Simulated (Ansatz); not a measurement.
# CH₇FO₃SiTi: small, medium and large basis sets

One table from this session's results is given with a row withheld; the runs are named, their logs left out.

Computed with Ansatz 0.2.0, Gaussian basis. Level: one geometry, several basis sets.

Plan: PBE0-D4/def2-SVP; ωB97M-V/def2-SVP; PBE0-D4/def2-QZVPP; ωB97M-V/def2-QZVPP; the functionals' def2-TZVPP values are taken from earlier runs.

## The geometry

All runs share one geometry, relaxed beforehand with PBE0-D4 in a triple-zeta def2 set.

14 atoms, charge 0, spin multiplicity 1.

Atoms are counted from 1 here; the program's logs count them from 0.

Bond lengths: C1–O2 1.392 Å, C1–H8 1.094 Å, C1–H9 1.094 Å, C1–H10 1.094 Å, O2–Ti3 1.756 Å, Ti3–O4 1.793 Å, Ti3–F5 1.772 Å, Ti3–O6 1.792 Å, O4–H11 0.957 Å, O6–Si7 1.637 Å, Si7–H12 1.485 Å, Si7–H13 1.486 Å, Si7–H14 1.487 Å. Angles: O2–C1–H8 109.8°, O2–C1–H9 110.6°, O2–C1–H10 109.9°, H8–C1–H9 108.8°, H8–C1–H10 108.7°, H9–C1–H10 108.9°, C1–O2–Ti3 159.2°, O2–Ti3–O4 109.9°, O2–Ti3–F5 109.4°, O2–Ti3–O6 109.0°, O4–Ti3–F5 109.8°, O4–Ti3–O6 109.6°, F5–Ti3–O6 109.2°, Ti3–O4–H11 133.1°, Ti3–O6–Si7 168.6°, O6–Si7–H12 109.6°, O6–Si7–H13 110.0°, O6–Si7–H14 109.4° and more.

Geometry (Å):

```
atom     x (Å)     y (Å)     z (Å)
  C1  -0.31166  -0.76769   2.47210
  O2   0.52609  -0.15954   1.54110
 Ti3   1.02307   0.66937   0.07559
  O4   2.48831  -0.11128  -0.60124
  F5   1.36662   2.36799   0.44755
  O6  -0.30808   0.58687  -1.12073
 Si7  -1.32165   0.31915  -2.37744
  H8   0.14030  -1.69964   2.82437
  H9  -1.28420  -0.99412   2.02434
 H10  -0.46134  -0.10421   3.32872
 H11   3.03334  -0.84277  -0.31092
 H12  -1.84946   1.61434  -2.87683
 H13  -0.59946  -0.37750  -3.47361
 H14  -2.45499  -0.53017  -1.92419
```

Set-up of the first run:

Input file in.yaml:

```yaml
crystal:
  periodic: [false, false, false]
  atoms:
    - {symbol: C, position_ang: [-0.311656, -0.767689, 2.472102]}
    - {symbol: O, position_ang: [0.526094, -0.159545, 1.541104]}
    - {symbol: Ti, position_ang: [1.023067, 0.669369, 0.075586]}
    - {symbol: O, position_ang: [2.488308, -0.111277, -0.601244]}
    - {symbol: F, position_ang: [1.366622, 2.367991, 0.447552]}
    - {symbol: O, position_ang: [-0.308077, 0.586874, -1.120734]}
    - {symbol: Si, position_ang: [-1.321648, 0.319147, -2.377445]}
    - {symbol: H, position_ang: [0.140301, -1.699642, 2.824368]}
    - {symbol: H, position_ang: [-1.284198, -0.994123, 2.024345]}
    - {symbol: H, position_ang: [-0.461341, -0.104213, 3.328717]}
    - {symbol: H, position_ang: [3.033338, -0.842771, -0.310923]}
    - {symbol: H, position_ang: [-1.849462, 1.614342, -2.876833]}
    - {symbol: H, position_ang: [-0.599460, -0.377496, -3.473609]}
    - {symbol: H, position_ang: [-2.454988, -0.530166, -1.924185]}
basis:
  gaussian: {orbitals: def2-SVP}
hamiltonian: {xc: pbe0, dispersion: d4}
output: {orbitals: {seedname: orbitals}}
```

Steps of the session up to this table: PBE0-D4 in def2-SVP; ωB97M-V in def2-SVP; PBE0-D4 in def2-QZVPP; ωB97M-V in def2-QZVPP.

One table of the session follows, with a row left open; its other results are not shown here.

It belongs to the step «Functionals by basis». 

| functional | basis | HOMO (eV) |
| --- | --- | --- |
| PBE0-D4 | def2-SVP | -8.53 |
| PBE0-D4 | def2-TZVPP | -8.68 |
| PBE0-D4 | def2-QZVPP | -8.70 |
| ωB97M-V | def2-SVP | ? |
| ωB97M-V | def2-TZVPP | -11.00 |
| ωB97M-V | def2-QZVPP | -11.01 |

Estimate the missing values for ωB97M-V, def2-SVP.

The run gave: HOMO (eV): -10.81. In the column «HOMO (eV)» it lies between ωB97M-V, def2-TZVPP (-11.00) and PBE0-D4, def2-QZVPP (-8.70).
